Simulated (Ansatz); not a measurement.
Run this with Ansatz 0.2.0 through its Python package and show what comes out.

Script `ch4alclse_tae.py`:
```python
"""Atomisation energy of CH4AlClSe at the given geometry."""

from collections import Counter

import ansatz


def total_energy(molecule, charge=0, unpaired=0):
    calc = molecule.calculation().basis(gaussian="def2-SVPD").functional("cam_b3lyp")
    if charge:
        calc = calc.charge(charge)
    if unpaired:
        calc = calc.spin("collinear", total=unpaired)
    return calc.run().report["free_energy_ev"]

geometry_ang = [
    ("Cl", (-1.4834, 1.3357, 0.849)),
    ("C", (0.1984, 1.1935, 0.4883)),
    ("Al", (0.4705, -0.4549, -0.5963)),
    ("Se", (-1.2745, -1.845, -1.208)),
    ("H", (0.7662, 1.1164, 1.4252)),
    ("H", (0.5592, 2.0923, -0.0851)),
    ("H", (2.0117, -0.8543, -1.019)),
    ("H", (-1.1559, -2.6408, 0.0901)),
]
ch4alclse = ansatz.Crystal.molecule()
for symbol, xyz in geometry_ang:
    ch4alclse = ch4alclse.atom(symbol, xyz)

# Hund ground states
unpaired = {"Cl": 1, "C": 2, "Al": 1, "Se": 2, "H": 1}
counts = Counter(site.symbol for site in ch4alclse.cartesian_sites)
atom_energy = {s: total_energy(ansatz.Crystal.molecule().atom(s, (0, 0, 0)), 0, unpaired[s]) for s in counts}
whole = total_energy(ch4alclse, 0, 0)
for s, e in atom_energy.items():
    print(f"{s:2s} x{counts[s]}  {e:14.5f} eV")
print(f"CH4AlClSe: {whole:.5f} eV")
split = sum(counts[s] * e for s, e in atom_energy.items()) - whole
print(f"atomisation energy (no zero-point term): {96.485332 * split:.1f} kJ/mol, {split / sum(counts.values()):.3f} eV an atom")
```

```console
$ python ch4alclse_tae.py
Cl x1    -12517.64061 eV
C  x1     -1028.38616 eV
Al x1     -6592.84521 eV
Se x1    -65343.33872 eV
H  x4       -13.54842 eV
CH4AlClSe: -85560.58488 eV
atomisation energy (no zero-point term): 2333.1 kJ/mol, 3.023 eV an atom
```

2333.1 kJ/mol from the electronic energies, without the zero-point term.

Reading the output:
- Total energies depend on the basis set; only differences at equal settings carry meaning.
- The geometry is a force-field or estimated start, not a minimum of this method, and the basis set is short of its limit. All parts are taken at fixed geometry, without zero-point energy.
- The spin-orbit lowering of heavy atoms is left out.
- Wall time of the script: 10 s on 1 thread of Arm Neoverse V1, with other jobs on the host, peak memory 0.46 GiB.
